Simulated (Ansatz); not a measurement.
**Cl2FH3O2Si2: one species, many methods**

One table from this session's results is given with a row withheld; the runs are named, their logs left out.

Program: Ansatz 0.2.0, Gaussian basis. Level of theory: functionals in def2-TZVPP, the program's frozen cores in correlated methods. These are calculated values, not measurements.

Plan: PBE-D4, r2SCAN-D4, PBE0-D4, B3LYP-D4, ωB97X-V, ωB97M-V, B2PLYP; CCSD(T)/def2-TZVPP; MP2/def2-QZVPP; extrapolation to the limit.

## Structure used throughout

All runs share one geometry, relaxed beforehand with PBE0-D4 in a triple-zeta def2 set.

10 atoms, charge 0, spin multiplicity 1.

Atoms are counted from 1 here; the program's logs count them from 0.

Bond lengths: O1–Si2 1.641 Å, O1–H8 0.958 Å, Si2–O3 1.631 Å, Si2–Si4 2.344 Å, Si2–H9 1.491 Å, O3–H10 0.959 Å, Si4–F5 1.593 Å, Si4–Cl6 2.036 Å, Si4–Cl7 2.040 Å. Angles: Si2–O1–H8 118.3°, O1–Si2–O3 109.8°, O1–Si2–Si4 111.3°, O1–Si2–H9 108.9°, O3–Si2–Si4 103.6°, O3–Si2–H9 112.8°, Si4–Si2–H9 110.4°, Si2–O3–H10 119.2°, Si2–Si4–F5 109.3°, Si2–Si4–Cl6 112.6°, Si2–Si4–Cl7 111.6°, F5–Si4–Cl6 107.1°, F5–Si4–Cl7 106.7°, Cl6–Si4–Cl7 109.1°.

The first run:

Contents of in.yaml:

```yaml
crystal:
  periodic: [false, false, false]
  atoms:
    - {symbol: O, position_ang: [-1.368422, 1.115734, -0.914353]}
    - {symbol: Si, position_ang: [-0.367600, -0.164694, -0.686325]}
    - {symbol: O, position_ang: [-1.230731, -1.460546, -0.202130]}
    - {symbol: Si, position_ang: [1.105931, 0.213854, 1.096274]}
    - {symbol: F, position_ang: [1.937072, 1.544715, 0.819954]}
    - {symbol: Cl, position_ang: [0.140500, 0.467982, 2.870283]}
    - {symbol: Cl, position_ang: [2.463112, -1.297584, 1.284857]}
    - {symbol: H, position_ang: [-1.124619, 1.771340, -1.569391]}
    - {symbol: H, position_ang: [0.392423, -0.413117, -1.944895]}
    - {symbol: H, position_ang: [-1.947675, -1.777684, -0.754275]}
basis:
  gaussian: {orbitals: def2-TZVPP}
hamiltonian: {xc: pbe, dispersion: d4}
output: {forces: true, orbitals: {seedname: orbitals}}
```

Started as:

```sh
> ansatz run in.yaml --threads 2 --pin off --events-out ev --progress --plain --max-ram 32768MiB --backend cuda --devices 0, --max-vram 18GiB
```

Steps of the session up to this table: PBE-D4 (GGA); r2SCAN-D4 (meta-GGA); PBE0-D4 (hybrid); B3LYP-D4 (hybrid); ωB97X-V (range-separated); ωB97M-V (range-separated); B2PLYP (double hybrid); CCSD(T) in def2-TZVPP; MP2 in def2-QZVPP.

One table of the session follows, with a row left open; its other results are not shown here.

```
            method  atomisation energy (kcal/mol)
            PBE-D4                          916.0
         r2SCAN-D4                          908.6
           PBE0-D4                          895.4
          B3LYP-D4                          893.9
           ωB97X-V                              ?
           ωB97M-V                          907.7
            B2PLYP                          888.5
     HF/def2-TZVPP                          647.8
    MP2/def2-TZVPP                          911.2
   CCSD/def2-TZVPP                          860.1
CCSD(T)/def2-TZVPP                          876.5
           MP2/CBS                          944.8
       CCSD(T)/CBS                          910.1
```

Q: Estimate the row for ωB97X-V from the others.

**Answer.** atomisation energy (kcal/mol): 908.5. In the column «atomisation energy (kcal/mol)» it lies between ωB97M-V (907.7) and r2SCAN-D4 (908.6).

To keep in mind: Free atoms (2 O, 2 Si, 1 F, 2 Cl, 3 H) were run apart at each level; the atomisation energy is their sum less the molecule, without zero-point or spin-orbit terms.
